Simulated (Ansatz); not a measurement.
**RPA@PBE/def2-SVP run of C2H4AlFO (SMILES C=C[O][AlH][F])**

What is the energy change on altering one bond length of C2H4AlFO at RPA@PBE/def2-SVP? 

The results are computed with Ansatz 0.2.0.

127 further runs of the same task are left out: 127 set aside as unsound or not needed.

### Step 1. The structure to begin with

The species is C2H4AlFO (9 atoms), meant as a singlet with charge 0. SMILES: `C=C[O][AlH][F]`. Geometry: relaxed at PBE0-D4/def2-TZVP. This is one conformer, not always the lowest.

Bond lengths: C1–C2 1.325 Å, C2–O3 1.346 Å, O3–Al4 1.684 Å, Al4–F5 1.640 Å, C1–H6 1.083 Å, C1–H7 1.081 Å, C2–H8 1.090 Å, Al4–H9 1.565 Å. Angles: C1–C2–O3 123.2°, C2–O3–Al4 137.8°, O3–Al4–F5 116.4°, C1–C2–H8 121.1°, O3–C2–H8 115.7°, C2–C1–H6 121.4°, C2–C1–H7 119.7°, O3–Al4–H9 123.2°, F5–Al4–H9 120.5°, H6–C1–H7 119.0°.

### Step 2. The energy at RPA@PBE/def2-SVP

File molecule.yaml:

```yaml
basis:
  gaussian:
    orbitals: def2-SVP
crystal:
  periodic: [false, false, false]
  atoms:
    - symbol: C
      position_ang: [-1.562000, -0.360100, 1.103900]
    - symbol: C
      position_ang: [-0.728000, -0.312900, 0.075500]
    - symbol: O
      position_ang: [0.490300, 0.256500, 0.139600]
    - symbol: Al
      position_ang: [1.800800, 0.519300, -0.884800]
    - symbol: F
      position_ang: [3.087600, 1.301600, -0.235000]
    - symbol: H
      position_ang: [-1.297700, 0.065300, 2.064100]
    - symbol: H
      position_ang: [-2.527700, -0.832200, 0.988500]
    - symbol: H
      position_ang: [-0.999000, -0.743100, -0.888800]
    - symbol: H
      position_ang: [1.824300, 0.059200, -2.380300]
hamiltonian:
  xc: pbe
correlation:
  method: rpa
  frozen_orbitals: {Al: 5, C: 1, F: 1, H: 0, O: 1}
accuracy: high
```

The run is started by

```bash
ansatz run molecule.yaml --threads 1 --pin off --max-ram 3480MiB --events-out events.jsonl --progress --plain --runs-dir runs
```

Standard output:

```text
Warning: RAYON_NUM_THREADS=1 ignored (pool sized by the plan → 1); use --threads N
Functional definition: PBE
  name "PBE"
  parameter kappa = 0.804
  parameter beta = 0.06672455060314922
  exchange = pbe_x(kappa = kappa, mu = beta*pi^2/3)
  correlation = pbe_c(beta = beta)
2095 factors; integrals over basis functions are off by at most 5.5e-9 eV
mean field evaluation 1: about -13473.2397 eV, gradient 6.9e1 eV
mean field evaluation 2: about -13473.2332 eV, gradient 6.9e1 eV
mean field evaluation 4: about -13482.3054 eV, gradient 2.3e1 eV
mean field evaluation 8: about -13483.5231 eV, gradient 4.1e-1 eV
mean field evaluation 16: about -13483.5196 eV, gradient 2.2e-4 eV
mean field -13483.51964449 eV, -495.5102074773 hartree, gradient 2.7e-8 eV, S^2 0.000000; 0 other end points of the search recorded, 0 dependent functions left out
9 core orbitals not correlated: weight in the atoms' cores, before any rotation towards them, 1.000 or more for the frozen orbitals, at most 0.000 for the correlated occupied ones
reference -13444.10229198 eV, -494.0616464903 hartree; 14, 14 occupied and 71, 71 virtual orbitals, 2095 factors
Total energy: -13473.55824020 eV, -495.1441326215 hartree
```

Wall time 13 s (1 thread of Arm Neoverse V1, shared host); peak memory 0.34 GiB.

### Step 3. The distorted shape

File input.yaml:

```yaml
crystal:
  periodic: [false, false, false]
  atoms:
    - {symbol: C, position_ang: [-1.694140, -0.572784, 0.623836]}
    - {symbol: C, position_ang: [-0.860140, -0.525584, -0.404564]}
    - {symbol: O, position_ang: [0.358160, 0.043816, -0.340464]}
    - {symbol: Al, position_ang: [1.668660, 0.306616, -1.364864]}
    - {symbol: F, position_ang: [2.955460, 1.088916, -0.715064]}
    - {symbol: H, position_ang: [-1.297700, 0.065300, 2.064100]}
    - {symbol: H, position_ang: [-2.659840, -1.044884, 0.508436]}
    - {symbol: H, position_ang: [-1.131140, -0.955784, -1.368864]}
    - {symbol: H, position_ang: [1.692160, -0.153484, -2.860364]}
basis:
  gaussian:
    orbitals: def2-SVP
accuracy: high
hamiltonian:
  xc: pbe
correlation:
  method: rpa
  frozen_orbitals: {Al: 5, C: 1, F: 1, H: 0, O: 1}
```

The run is started by

```bash
ansatz run input.yaml --threads 1 --pin off --max-ram 3480MiB --events-out events.jsonl --progress --plain --runs-dir runs
```

Standard output, cut to the lines that bear on the results:

```text
Warning: RAYON_NUM_THREADS=1 ignored (pool sized by the plan → 1); use --threads N
[... 2 set-up lines as earlier in the session ...]
[...]
2093 factors; integrals over basis functions are off by at most 8.8e-9 eV
[...]
mean field -13481.55357567 eV, -495.4379557807 hartree, gradient 3.5e-8 eV, S^2 0.000000; 1 other end points of the search recorded, 0 dependent functions left out
9 core orbitals not correlated: weight in the atoms' cores, before any rotation towards them, 1.000 or more for the frozen orbitals, at most 0.000 for the correlated occupied ones
reference -13441.58139683 eV, -493.9690053025 hartree; 14, 14 occupied and 71, 71 virtual orbitals, 2093 factors
Total energy: -13471.50655590 eV, -495.0687346141 hartree
```

It took 14 s on 1 thread of Arm Neoverse V1, shared host; peak memory 0.33 GiB.

### Step 4. Outcome

At RPA@PBE/def2-SVP, 9 core orbitals frozen:

| quantity | value |
| --- | --- |
| first shape: total energy | -495.14413 Eh |
| first shape: RPA correlation energy (valence) | -1082.5 mEh |
| distorted shape: total energy | -495.06873 Eh |
| distorted shape: RPA correlation energy (valence) | -1099.7 mEh |
| energy change with the C1–H6 bond stretched from 1.083 to 1.624 Å | 2.052 eV |

In words: With the C1–H6 bond stretched from 1.083 to 1.624 Å the energy rises by 2.05 eV (47 kcal/mol). The first shape isn't relaxed at this level, so the change isn't measured from a minimum.
